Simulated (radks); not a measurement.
**Excited configurations of Dy²⁺**

Aim: excitation energies and quantum defects of the outer electron of Dy²⁺, by total-energy differences.

The numbers are computed with radks (a radial shooting solver on a logarithmic mesh, Libxc functionals) version 1 (non-relativistic Kohn-Sham, r2SCAN, spin-polarised, spherical densities, point nucleus; open shells are filled with parallel spins first), except any that are marked as measured or tabulated.

1 further run of the same task is left out (it didn't finish).

**1. The atom as given**

* element: dysprosium (Z = 66)
* charge: +2
* electrons: 64
* configuration: [Xe] 4f10

Outer shells as boxes (Hund's rule):

Dy²⁺
```
[Xe] core
4f [↑↓][↑↓][↑↓][↑ ][↑ ][↑ ][↑ ]
```

**2. Ground configuration: [Xe] 4f10**

The run's settings:

```text
Z 66
configuration [Xe] 4f10
relativity non-relativistic
functional r2scan,r2scan
spin polarised
nucleus point
```

**3. The ion: [Xe] 4f9**

The run's settings:

```text
Z 66
configuration [Xe] 4f9
relativity non-relativistic
functional r2scan,r2scan
spin polarised
nucleus point
```

**4. Outer electron in 5d: [Xe] 4f9 5d1**

The run's settings:

```text
Z 66
configuration [Xe] 4f9 5d1
relativity non-relativistic
functional r2scan,r2scan
spin polarised
nucleus point
```

**5. Outer electron in 5f: [Xe] 4f9 5f1**

The run's settings:

```text
Z 66
configuration [Xe] 4f9 5f1
relativity non-relativistic
functional r2scan,r2scan
spin polarised
nucleus point
```

**6. Outer electron in 6p: [Xe] 4f9 6p1**

The run's settings:

```text
Z 66
configuration [Xe] 4f9 6p1
relativity non-relativistic
functional r2scan,r2scan
spin polarised
nucleus point
```

**7. Outer electron in 6d: [Xe] 4f9 6d1**

The run's settings:

```text
Z 66
configuration [Xe] 4f9 6d1
relativity non-relativistic
functional r2scan,r2scan
spin polarised
nucleus point
```

**8. Outer electron in 7s: [Xe] 4f9 7s1**

The run's settings:

```text
Z 66
configuration [Xe] 4f9 7s1
relativity non-relativistic
functional r2scan,r2scan
spin polarised
nucleus point
```

**9. Outer electron in 7d: [Xe] 4f9 7d1**

The run's settings:

```text
Z 66
configuration [Xe] 4f9 7d1
relativity non-relativistic
functional r2scan,r2scan
spin polarised
nucleus point
```

**Question.** What will these runs give? Wanted: for each run, outer orbital; excitation; binding; n*; quantum defect; <r>.

The runs gave:

```csv
outer orbital,excitation (eV),binding (eV),n*,quantum defect,<r> (bohr)
5d,5.936,20.580,2.439,2.561,2.223
5f,18.784,7.732,3.980,1.020,5.772
6p,11.757,14.759,2.880,3.120,4.017
6d,16.910,9.606,3.570,2.430,5.592
7s,16.861,9.656,3.561,3.439,6.503
7d,20.659,5.858,4.572,2.428,9.716
```

What this shows: Binding is E(ion) − E, and n* = 3/√(2·binding) in atomic units. The Δ-SCF energy to the ion that was run is 26.517 eV (NIST's first ionisation energy, to the ion's ground state: 22.89 eV, semi-empirical). Mean quantum defects: d 2.47, f 1.02, p 3.12, s 3.44. They fall with l, since high-l orbitals stay out of the core. Self-interaction in the functional shifts them, so they are the method's values and not measured ones. Relativity is left out here, which matters for elements this heavy. Open shells are spherical and high-spin; term and fine-structure splittings are not resolved.
